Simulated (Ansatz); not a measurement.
# YAlC6N6: the cost of one run

Program: Ansatz 0.2.0. Level of theory: DFT PBE, scalar-relativistic, plane waves, PAW. These are calculated values, not measurements.

### Step 1. The starting structure

Symmetry: Fm-3m, No. 225, cubic system. The conventional cell has a = 10.477 Å, b = 10.477 Å, c = 10.477 Å, α = 90.00°, β = 90.00°, γ = 90.00°. Y (site symmetry m-3m) has 6 C at 2.11 Å in its first shell of neighbours. Al (site symmetry m-3m) has 6 N at 1.96 Å in its first shell of neighbours. C (site symmetry 4mm) has 1 N at 1.17 Å in its first shell of neighbours. Around N (site symmetry 4mm) lie 1 C at 1.17 Å and 1 Al at 1.96 Å.

Structure file:

```xyz
14
Lattice="0.0000 5.2385 5.2385 5.2385 0.0000 5.2385 5.2385 5.2385 0.0000" Properties=species:S:1:pos:R:3 pbc="T T T"
Y     0.0000    0.0000    0.0000
Al    5.2385    5.2385    5.2385
C     2.1060    5.2385    5.2385
C     5.2385    2.1060    5.2385
C     5.2385    5.2385    2.1060
C     8.3710    5.2385    5.2385
C     5.2385    8.3710    5.2385
C     5.2385    5.2385    8.3710
N     3.2760    5.2385    5.2385
N     5.2385    3.2760    5.2385
N     5.2385    5.2385    3.2760
N     7.2010    5.2385    5.2385
N     5.2385    7.2010    5.2385
N     5.2385    5.2385    7.2010
```

A structure generator made this guess: cyanide-bridged rock-salt net of two metals, 0 guest cations a cell (Fm-3m, No. 225). Lengths come from tabulated atomic sizes and are only a guess.

### Step 2. Probe: one point on a coarse mesh

The input, input.yaml:

```yaml
crystal:
  lattice:
    - [0.0, 5.2385, 5.2385]
    - [5.2385, 0.0, 5.2385]
    - [5.2385, 5.2385, 0.0]
  atoms:
    - { symbol: "Y", position: [0.0, 0.0, 0.0] }
    - { symbol: Al, position: [0.5, 0.5, 0.5] }
    - { symbol: C, position: [0.79898826, 0.20101174, 0.20101174] }
    - { symbol: C, position: [0.20101174, 0.79898826, 0.20101174] }
    - { symbol: C, position: [0.20101174, 0.20101174, 0.79898826] }
    - { symbol: C, position: [0.20101174, 0.79898826, 0.79898826] }
    - { symbol: C, position: [0.79898826, 0.20101174, 0.79898826] }
    - { symbol: C, position: [0.79898826, 0.79898826, 0.20101174] }
    - { symbol: "N", position: [0.68731507, 0.31268493, 0.31268493] }
    - { symbol: "N", position: [0.31268493, 0.68731507, 0.31268493] }
    - { symbol: "N", position: [0.31268493, 0.31268493, 0.68731507] }
    - { symbol: "N", position: [0.31268493, 0.68731507, 0.68731507] }
    - { symbol: "N", position: [0.68731507, 0.31268493, 0.68731507] }
    - { symbol: "N", position: [0.68731507, 0.68731507, 0.31268493] }
basis:
  ecutwfc: 420
kpoints:
  mp_grid: { grid: [4, 4, 4] }
hamiltonian:
  xc: pbe
scf:
  occupations: { method: gaussian, width: 0.1 }
  lower_state_search: "off"
output:
  forces: true
  stress: true
  eigenvalues: true
```

Started as:

```sh
$ ansatz run input.yaml --threads 1 --pin off --max-ram 2560MiB --backend cpu --events-out ev --progress --plain --runs-dir out
```

**Question.** How long does this run take on 1 thread of Intel Xeon 6975P-C (Granite Rapids), shared host, and how much memory does it need?

About 3.7 s, with a peak of 0.53 GiB.
